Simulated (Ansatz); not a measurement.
Crystal: Te2Au.

```
Au Te
1.0
     3.59735   -2.20730    0.00000
     3.59735    2.20730    0.00000
    -0.00336    0.00000    5.07030
Au Te
1 2
Direct
  0.00000 0.00000 0.00000
  0.31065 0.31065 0.71167
  0.68935 0.68935 0.28833
```

- Program: Ansatz 0.2.0
- Task: relaxation of cell and atoms
- Functional: revPBE
- Dispersion: D4
- Potentials or basis: Ansatz PAW
- Cutoff: 420 eV (not typed: the program's choice for these potentials)
- k mesh: 7 × 7 × 5
- Occupations: fermi-dirac, width 0.05 eV
- Spin: no spin polarisation

At the start: volume 26.84 Å³/atom.

Problem. Where does the relaxation end?

Solution. It ends after 8 steps and the volume is 25.21 Å³/atom (-6.1 %); space group C2/m (No. 12, to 0.05 Å).

The path:
```tsv
step	energy change (eV)	largest force (eV/Å)	volume (Å³)
1	0.0000	0.3365	80.52
2	-0.0039	0.8860	73.16
3	-0.1082	0.2582	75.50
4	-0.1167	0.1110	77.00
5	-0.1247	0.0158	75.82
6	-0.1251	0.0146	75.62
7	-0.1253	0.0023	75.62
8	-0.1242	0.0025	75.62
```

Final structure:
```xyz
3
Lattice="3.5954 -2.0651 0.0164 3.5954 2.0651 0.0164 0.0197 0.0000 5.0922" Properties=species:S:1:pos:R:3 pbc="T T T"
Au    0.0000    0.0000    0.0000
Te    2.3656    0.0000    3.6045
Te    4.8450    0.0000    1.5205
```

Caveat: the plane-wave basis is chosen anew once the cell has moved, so the energies of steps on either side of that aren't comparable; the PAW data sets come from PBE, with cores solved anew for the run's functional, which leaves a small shift of forces and pressure.
